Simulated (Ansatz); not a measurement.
Run this with Ansatz 0.2.0 through its Python package and show what comes out.

Script `c2h5fge_freq.py`:
```python
"""Harmonic frequencies of C2H5FGe at its relaxed geometry."""

import warnings

import ansatz as az
from ase import Atoms
from ase.thermochemistry import IdealGasThermo
import numpy as np


def main() -> None:
    warnings.simplefilter("ignore", az.DeckWarning)

    c2h5fge = (
        az.Crystal.molecule()
        .atom("C", (0.6585, 1.2868, -0.5035))
        .atom("C", (-0.2973, 0.3581, -0.6425))
        .atom("Ge", (-0.4003, -1.0818, 0.6123))
        .atom("F", (1.2366, -1.9343, 0.6179))
        .atom("H", (0.6441, 2.1345, -1.2543))
        .atom("H", (1.3211, 1.3416, 0.3034))
        .atom("H", (-0.972, 0.3817, -1.4622))
        .atom("H", (-0.5963, -0.4949, 2.0353))
        .atom("H", (-1.5058, -2.038, 0.2765))
    )

    base = (
        c2h5fge.calculation()
        .basis(gaussian="def2-SVP")
        .functional("B3LYP")
    )
    symbols = [site.symbol for site in c2h5fge.cartesian_sites]
    start = np.array([site.position_ang for site in c2h5fge.cartesian_sites], dtype=float)
    r = base.relax(force_tolerance=0.003).run().report
    end = np.array(r["positions_ang"])

    print("final positions (A) and the move of each atom")
    for symbol, xyz, old in zip(symbols, end, start):
        print(f"{symbol:2s} {xyz[0]:10.5f} {xyz[1]:10.5f} {xyz[2]:10.5f}   {np.linalg.norm(xyz - old):7.4f}")

    # frequencies need a stationary point, so they are taken at the relaxed geometry
    minimum = az.Crystal.molecule()
    for symbol, xyz in zip(symbols, end):
        minimum = minimum.atom(symbol, xyz.tolist())
    vibrating = (
        minimum.calculation()
        .basis(gaussian="def2-SVP")
        .functional("B3LYP")
        .phonons(temperatures=(298.15, 498.15, 100))
    )
    vib = vibrating.run().report["vibrations"]
    sums = vib["harmonic_sums"]
    modes = [m["omega_inv_cm"] for m in sums["modes_at_gamma"] if m["rigid_motion"] == "no"]
    print("frequencies (1/cm):", " ".join(f"{w:.0f}" for w in modes))
    print("imaginary modes:", sum(w < 0 for w in modes), " zero-point energy:", round(sums["zero_point_energy_ev"], 4), "eV")
    # rigid rotor and ideal gas, symmetry number taken as one
    gas = IdealGasThermo(vib_energies=[w / 8065.544 for w in modes if w > 0], geometry="linear" if len(modes) == 3 * len(symbols) - 5 else "nonlinear",
                         atoms=Atoms(symbols, positions=end), symmetrynumber=1, spin=0.0)
    print(f"H(298 K) - E = {gas.get_enthalpy(298.15, verbose=False):.4f} eV")
    print(f"S(298 K, 1 bar) = {96485.33 * gas.get_entropy(298.15, 1e5, verbose=False):.1f} J/(mol K) with symmetry number 1")


if __name__ == "__main__":
    main()
```

`python c2h5fge_freq.py` gives:
```text
final positions (A) and the move of each atom
C     0.44437    1.46311   -0.44990    0.2825
C    -0.06422    0.25712   -0.73121    0.2691
Ge   -0.33695   -1.08929    0.63799    0.0688
F     0.76026   -2.42426    0.32162    0.7448
H     0.59014    2.22730   -1.22231    0.1120
H     0.74222    1.74668    0.56637    0.7539
H    -0.34330    0.01822   -1.76480    0.7867
H     0.04095   -0.53004    2.02351    0.6383
H    -1.74488   -1.71514    0.60164    0.5168
frequencies (1/cm): 76 182 260 479 553 621 695 696 821 860 995 1008 1031 1268 1417 1665 2138 2147 3114 3147 3203
imaginary modes: 0  zero-point energy: 1.6351 eV
H(298 K) - E = 1.8171 eV
S(298 K, 1 bar) = 322.3 J/(mol K) with symmetry number 1
```

Caveats:
- The settings weren't tested for convergence.
- The frequencies are harmonic and unscaled, in a modest basis. The result belongs to the one conformer reached from this start, and soft torsions count as harmonic oscillators.
- b3lyp holds the VWN-RPA fit, as in Gaussian; the form of ORCA and Turbomole is b3lyp5.
- The entropy takes a symmetry number of 1; a symmetric molecule's is lower by R ln(sigma).
- Finished in 4.3 min on 1 thread of Arm Neoverse V1 (shared host), peak memory 0.34 GiB.

(Lines on the test bed's own set-up are left out of the output.)
